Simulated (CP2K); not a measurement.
HfIn4SiO6 in CP2K: the effect of functional

HfIn4SiO6:

```
Hf In Si O
1.0
     5.43134    0.00000    0.00000
    -2.71529    4.70390    0.00000
    -0.92829   -1.60769    7.40700
Hf In Si O
1 4 1 6
Direct
  0.78835 0.21165 0.00000
  0.62175 0.37825 0.50000
  0.45502 0.54498 0.00000
  0.28407 0.71593 0.50000
  0.95814 0.04186 0.50000
  0.12168 0.87832 0.00000
  0.06219 0.11415 0.86666
  0.88585 0.93781 0.13334
  0.79490 0.53784 0.86663
  0.46216 0.20510 0.13337
  0.15352 0.62879 0.13333
  0.37121 0.84648 0.86667
```

The cell was built by a generator and needn't be a form met in nature.

Alike in all runs:

```yaml
Program: CP2K 2026.2
Task: band structure
Potentials_or_basis: POTENTIAL_UZH Hf GTH-PBE-q12, In GTH-PBE-q13, Si GTH-PBE-q4, O GTH-PBE-q6; TZVP-MOLOPT-PBE-GTH basis
Density_cutoff: 13606 eV
k_mesh: 6 × 6 × 4
Occupations: fermi-dirac, width 0.05 eV
Spin: no spin polarisation
```

| functional | pressure (GPa) | largest force (eV/Å) |
| --- | --- | --- |
| LDA | -6.0 | 0.40 |
| PBEsol | ? | ? |
| RPBE | 1.8 | 0.25 |

What does the run with functional PBEsol give?

Pressure -4.0 GPa; largest force 0.34 eV/Å.

Caveats: the potentials were made for another functional, which shifts forces and pressure; the basis of atomic orbitals isn't converged, which shifts pressures, moduli and gaps.
